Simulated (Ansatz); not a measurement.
# Ti: the cost of one run

Method: DFT PBEsol, scalar-relativistic, in Ansatz 0.2.0.

### Step 1. The structure to begin with

It takes space group Im-3m (No. 229, cubic). The conventional cell has a = 3.282 Å, b = 3.282 Å, c = 3.282 Å, α = 90.00°, β = 90.00°, γ = 90.00°. Around Ti (site symmetry m-3m) lie 8 Ti at 2.84 Å.

As a file:

```cif
data_structure
_symmetry_space_group_name_H-M 'P 1'
_symmetry_Int_Tables_number 1
_cell_length_a 2.8423
_cell_length_b 2.8423
_cell_length_c 2.8423
_cell_angle_alpha 109.471
_cell_angle_beta 109.471
_cell_angle_gamma 109.471
_cell_volume 17.68
loop_
_atom_site_label
_atom_site_type_symbol
_atom_site_fract_x
_atom_site_fract_y
_atom_site_fract_z
_atom_site_occupancy
Ti1 Ti 0.00000 0.00000 0.00000 1
```

### Step 2. The deformed structure

Space group Im-3m before, R-3m after.

### Step 3. Full-potential LAPW

The input, input.yaml:

```yaml
crystal:
  lattice:
    - [-1.67382, 1.641, 1.641]
    - [1.641, -1.67382, 1.641]
    - [1.641, 1.641, -1.67382]
  atoms:
    - { symbol: Ti, position: [0.0, 0.0, 0.0] }
kpoints:
  mp_grid: { grid: [14, 14, 14] }
  band_path:
    path:
      - [0.0, 0.0, 0.0]
      - [0.0, 0.0, 0.5]
      - [-0.5, 0.5, 0.5]
      - [-0.7548769728, 0.2451230272, 0.2451230272]
      - [0.2451230272, 0.2451230272, 0.2451230272]
      - [0.0, 0.0, 0.0]
      - [-0.5, 0.0, 0.5]
    npoints: 5
scf:
  occupations: { method: fermi_dirac, width: 0.05 }
hamiltonian:
  xc: pbesol
  pseudopotentials: { kind: all_electron, lapw: { basis_error: 0.00025 } }
output:
  forces: true
  stress: true
  eigenvalues: true
```

Run with:

```sh
ansatz run input.yaml --threads 1 --pin off --max-ram 3072MiB --backend cpu --events-out ev --progress --plain --runs-dir out
```

Q: Estimate wall time and peak memory on 1 thread of Arm Neoverse V2, shared host.

About 13 s, with a peak of 0.39 GiB.
